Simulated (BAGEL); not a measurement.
# CH5ClGe (SMILES [CH3][GeH2][Cl]): HF/STO-3G (density fitting with qzvpp-jkfit)

Aim: the energy change on altering one bond length of CH5ClGe at HF/STO-3G (density fitting with qzvpp-jkfit), from 2 runs. 

The results are computed with BAGEL 1.2.2.

4 further runs of the same task are left out: 1 that didn't finish, 3 set aside as unsound or not needed.

## (1) The structure to begin with

CH5ClGe has 8 atoms, charge 0, and is taken as a singlet. SMILES: `[CH3][GeH2][Cl]`. Geometry: relaxed at PBE0-D4/def2-TZVP.

Bond lengths: C1–Ge2 1.940 Å, Ge2–Cl3 2.165 Å, C1–H4 1.090 Å, C1–H5 1.090 Å, C1–H6 1.092 Å, Ge2–H7 1.536 Å, Ge2–H8 1.536 Å. Some angles: C1–Ge2–Cl3 107.5°, C1–Ge2–H7 112.8°, C1–Ge2–H8 112.8°, Cl3–Ge2–H7 106.2°, Cl3–Ge2–H8 106.2°, Ge2–C1–H4 109.8°, Ge2–C1–H5 109.8°, Ge2–C1–H6 109.9°, H7–Ge2–H8 110.9°, H4–C1–H5 109.1°.

## (2) A single-point energy at HF/STO-3G (density fitting with qzvpp-jkfit)

File input.json:

```json
{ "bagel" : [

{
  "title" : "molecule",
  "basis" : "sto-3g",
  "df_basis" : "qzvpp-jkfit",
  "angstrom" : true,
  "geometry" : [
    { "atom" : "C", "xyz" : [      -0.555000,       0.817400,      -0.373800 ] },
    { "atom" : "Ge", "xyz" : [       0.403000,      -0.782100,       0.161800 ] },
    { "atom" : "Cl", "xyz" : [       1.611700,      -0.270600,       1.883000 ] },
    { "atom" : "H", "xyz" : [       0.153800,       1.604500,      -0.630700 ] },
    { "atom" : "H", "xyz" : [      -1.187600,       1.161200,       0.444500 ] },
    { "atom" : "H", "xyz" : [      -1.180600,       0.603500,      -1.242400 ] },
    { "atom" : "H", "xyz" : [       1.379600,      -1.278900,      -0.914600 ] },
    { "atom" : "H", "xyz" : [      -0.532600,      -1.912100,       0.616400 ] }
  ]
},

{
  "title" : "hf"
},

{
  "title" : "print",
  "file" : "orbitals.molden",
  "orbitals" : true
}

]}
```

The run is started by

```bash
BAGEL_NUM_THREADS=1 BAGEL input.json > input.out
```

The log of the run:

```text
* using 1 threads per process

  ===============================================================
  ===============================================================

  *** Geometry ***

  { "atom" : "C", "xyz" : [     -1.048798,      1.544662,     -0.706380 ] },
  { "atom" : "Ge", "xyz" : [      0.761560,     -1.477955,      0.305758 ] },
  { "atom" : "Cl", "xyz" : [      3.045672,     -0.511360,      3.558354 ] },
  { "atom" : "H", "xyz" : [      0.290640,      3.032066,     -1.191850 ] },
  { "atom" : "H", "xyz" : [     -2.244239,      2.194350,      0.839983 ] },
  { "atom" : "H", "xyz" : [     -2.231011,      1.140450,     -2.347796 ] },
  { "atom" : "H", "xyz" : [      2.607066,     -2.416771,     -1.728344 ] },
  { "atom" : "H", "xyz" : [     -1.006468,     -3.613345,      1.164827 ] },

  Number of auxiliary basis functions:      559

  Since a DF basis is specified, we compute 2- and 3-index integrals:
    o Being stored without compression. Storage requirement is 0.006 GB

  Number of basis functions:       37
  Number of electrons      :       60

    * METHOD: MOLECULE                             0.28

  *** RHF ***

  === Nuclear Repulsion ===
   270.1214696074

      * DIIS with orbital gradients will be used.

  === RHF iteration (sto-3g) ===
      0      -2546.69998401          0.00591471           0.05
      1      -2546.73039410          0.00132317           0.05
      2      -2546.73186100          0.00031912           0.04
      3      -2546.73195265          0.00007296           0.04
      4      -2546.73195720          0.00001617           0.04
      5      -2546.73195746          0.00000262           0.04
      6      -2546.73195747          0.00000043           0.04
      7      -2546.73195747          0.00000006           0.05
      8      -2546.73195747          0.00000001           0.04
    * SCF iteration converged.

    * Permanent dipole moment:
           (    0.749695,     0.203102,     1.020130) a.u.

    * METHOD: HF                                   0.54

    * METHOD: PRINT                                0.00

  ===============================================================
```

Wall time 1.2 s (1 thread of Intel Xeon 6975P-C (Granite Rapids), shared host); peak memory 0.08 GiB.

## (3) The distorted shape

File hf.json:

```json
{ "bagel": [

{
  "title": "molecule",
  "basis": "sto-3g",
  "df_basis": "qzvpp-jkfit",
  "angstrom": true,
  "geometry": [
    { "atom": "C", "xyz": [   -0.917628,    0.663942,   -0.890186 ] },
    { "atom": "Ge", "xyz": [    0.040372,   -0.935558,   -0.354586 ] },
    { "atom": "Cl", "xyz": [    1.611700,   -0.270600,    1.883000 ] },
    { "atom": "H", "xyz": [   -0.208828,    1.451042,   -1.147086 ] },
    { "atom": "H", "xyz": [   -1.550228,    1.007742,   -0.071886 ] },
    { "atom": "H", "xyz": [   -1.543228,    0.450042,   -1.758786 ] },
    { "atom": "H", "xyz": [    1.016972,   -1.432358,   -1.430986 ] },
    { "atom": "H", "xyz": [   -0.895228,   -2.065558,    0.100014 ] }
  ]
},
{
  "title": "hf"
},
{
  "title": "print",
  "file": "orbitals.molden",
  "orbitals": true
}

]}
```

The run is started by

```bash
BAGEL_NUM_THREADS=1 BAGEL hf.json > hf.out
```

The log of the run:

```text
* using 1 threads per process

  ===============================================================
  ===============================================================

  *** Geometry ***

  { "atom" : "C", "xyz" : [     -1.734066,      1.254669,     -1.682208 ] },
  { "atom" : "Ge", "xyz" : [      0.076292,     -1.767948,     -0.670070 ] },
  { "atom" : "Cl", "xyz" : [      3.045672,     -0.511360,      3.558354 ] },
  { "atom" : "H", "xyz" : [     -0.394628,      2.742072,     -2.167678 ] },
  { "atom" : "H", "xyz" : [     -2.929506,      1.904356,     -0.135845 ] },
  { "atom" : "H", "xyz" : [     -2.916278,      0.850456,     -3.323624 ] },
  { "atom" : "H", "xyz" : [      1.921799,     -2.706764,     -2.704172 ] },
  { "atom" : "H", "xyz" : [     -1.691736,     -3.903339,      0.188999 ] },

  Number of auxiliary basis functions:      559

  Since a DF basis is specified, we compute 2- and 3-index integrals:
    o Being stored without compression. Storage requirement is 0.006 GB

  Number of basis functions:       37
  Number of electrons      :       60

    * METHOD: MOLECULE                             0.27

  *** RHF ***

  === Nuclear Repulsion ===
   235.2259610502

      * DIIS with orbital gradients will be used.

  === RHF iteration (sto-3g) ===
      0      -2546.57452856          0.00760454           0.05
      1      -2546.64255927          0.00189951           0.04
      2      -2546.64515550          0.00043965           0.04
      3      -2546.64531275          0.00010044           0.04
      4      -2546.64531916          0.00002746           0.04
      5      -2546.64531986          0.00000638           0.04
      6      -2546.64531989          0.00000107           0.04
      7      -2546.64531990          0.00000021           0.04
      8      -2546.64531990          0.00000004           0.04
      9      -2546.64531990          0.00000001           0.05
     10      -2546.64531990          0.00000000           0.05
    * SCF iteration converged.

    * Permanent dipole moment:
           (    1.279942,     0.374871,     1.753474) a.u.

    * METHOD: HF                                   0.62

    * METHOD: PRINT                                0.00

  ===============================================================
```

Run time: 1.3 s. Hardware: 1 thread of Intel Xeon 6975P-C (Granite Rapids), shared host; peak memory 0.082 GiB.

## (4) Outcome

At HF/STO-3G (density fitting with qzvpp-jkfit):

| quantity | value |
| --- | --- |
| first shape: total energy | -2546.73196 Eh |
| first shape: dipole moment | 3.26 D |
| first shape: HOMO energy | -9.73 eV |
| first shape: LUMO energy | 8.80 eV |
| first shape: HOMO–LUMO gap | 18.53 eV |
| distorted shape: total energy | -2546.64532 Eh |
| distorted shape: dipole moment | 5.60 D |
| distorted shape: HOMO energy | -8.40 eV |
| distorted shape: LUMO energy | 3.69 eV |
| distorted shape: HOMO–LUMO gap | 12.09 eV |
| energy change with the Ge2–Cl3 bond stretched from 2.165 to 2.814 Å | 2.358 eV |

What this shows: With the Ge2–Cl3 bond stretched from 2.165 to 2.814 Å the energy rises by 2.36 eV (227 kJ/mol). The first shape isn't relaxed at this level, so the change isn't measured from a minimum. The minimal basis adds a large error of its own.
